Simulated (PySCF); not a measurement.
# C2H7GeNO: the cost of one run

The runs use PySCF 2.14.0, with density-fitted response routines of our own; the level of theory stands in each step. All values are computed, except where a source is named. Atoms count from 0, in the outputs and in this text.

### 1 The starting structure

12 atoms, charge 0, multiplicity 1; geometry from: GFN2-xTB. The atoms were then displaced at random by about 0.01 Å, so the start is not that level's minimum.

Bonds of the start (Å): C0–N1 1.44, N1–Ge2 1.87, N1–C3 1.33, C3–O4 1.19, C0–H5 1.05, C0–H6 1.10, C0–H7 1.10, Ge2–H8 1.51, Ge2–H9 1.48, Ge2–H10 1.50, C3–H11 1.13.

### 2 Optimising the geometry at PBE0-D3(BJ)/def2-SVP

The job: settings as JSON, then the geometry in Å.

```
{"job": {"xc": "PBE0", "basis": "def2-SVP", "d3": "d3bj", "grid": 1, "shake": 0.01, "kind": "geom"}, "charge": 0, "multiplicity": 1}
C     -1.215360    -0.998400     0.096770
N     -0.246900     0.061030    -0.028930
Ge     1.612560    -0.041620     0.086990
C     -0.517340     1.337710    -0.261900
O      0.335170     2.159200    -0.359820
H     -0.729770    -1.909690     0.287260
H     -1.913350    -0.767430     0.916760
H     -1.797950    -1.065350    -0.834800
H      1.810490    -1.507870     0.374780
H      2.228410     0.347680    -1.199610
H      2.084140     0.764930     1.266780
H     -1.610420     1.591540    -0.353320
```

The run is started by

```sh
$ OMP_NUM_THREADS=1 python probes_run.py task.json out
```

The driver reads the jobs from task.json and runs them one after another.

Q: Estimate the wall time and peak memory of this first job on 1 thread of Arm Neoverse V2, shared host.

About 48 s, with a peak of 0.51 GiB.
